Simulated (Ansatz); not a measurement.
# Pt: a tetragonal deformation path

An exercise on one series of results from a longer session: the logs are not shown, and one member is left open.

Computed with Ansatz 0.2.0 (DFT r2SCAN, scalar-relativistic, plane waves, PAW, unless a step's input says otherwise).

2 further runs of the same task are left out: 2 set aside as unsound or not needed.

## Starting point

The structure is cubic, space group Im-3m (No. 229). The conventional cell has a = 3.139 Å, b = 3.139 Å, c = 3.139 Å, α = 90.00°, β = 90.00°, γ = 90.00°. Pt (site symmetry m-3m) is surrounded by 8 Pt at 2.72 Å.

Structure file:

```
Pt
1.0
    -1.56949    1.56949    1.56949
     1.56949   -1.56949    1.56949
     1.56949    1.56949   -1.56949
Pt
1
Direct
  0.00000 0.00000 0.00000
```

It goes back to an entry of the Materials Project, which need not be the stable form.

It is the result of an earlier relaxation at this level (volume 15.46 Å³/atom; gap on the mesh: none (metal)).

The first run:

File input.yaml:

```yaml
crystal:
  lattice:
    - [-1.5694863909, 1.5694863909, 1.5694863909]
    - [1.5694863909, -1.5694863909, 1.5694863909]
    - [1.5694863909, 1.5694863909, -1.5694863909]
  atoms:
    - { symbol: Pt, position: [0.0, 0.0, 0.0] }
basis:
  ecutwfc: 500
kpoints:
  mp_grid: { grid: [30, 30, 30] }
hamiltonian:
  xc: r2scan
scf:
  occupations: { method: gaussian, width: 0.15 }
output:
  forces: true
  stress: true
  eigenvalues: true
  write_density: true
  write_potential: true
  elf: true
  volumetric_format: npy
```

The run is started by

```console
$ ansatz run input.yaml --threads 1 --pin off --max-ram 2560MiB --backend cpu --events-out ev --progress --plain --runs-dir out
```

Among the steps run: The reference: the undisturbed cell on the scan's mesh; ρ = 0.707; At ρ = 1.414; ρ = 0.850; Point ρ = 1.200; Point ρ = 0.780; ρ = 1.300; Point ρ = 0.920; ρ = 1.100; Point ρ = 0.650; Point ρ = 1.500; At ρ = 0.960.

One table of the session follows, with a row left open; its other results are not shown here.

It belongs to the step «The scan collected». 

```
    ρ  ΔE (meV/atom)  pressure (GPa)
0.650          530.5            27.6
0.707          101.2            11.2
0.780          -88.7             1.5
0.850          -75.1            -0.7
0.920          -22.1            -0.2
0.960              ?               ?
1.000            0.0             0.2
1.100          -21.5            -0.3
1.200          -55.2            -1.3
1.300          -82.0            -2.3
1.414          -96.5            -2.9
1.500          -85.2            -2.4
```

Q: Estimate the row for ρ = 0.960 from the others.

Worked estimate for «ΔE (meV/atom)». A straight line through the neighbours (0.920, -22.1) and (1.000, 0.0) gives -22.1 + (0.0 + 22.1) × (0.960 − 0.920) / (1.000 − 0.920) = -11.1; a parabola fitted to 4 rows on both sides gives -6.5.

As computed: ΔE (meV/atom): -5.4; pressure (GPa): 0.1. In «ΔE (meV/atom)» the line misses by -5.7 and the parabola by -1.1.
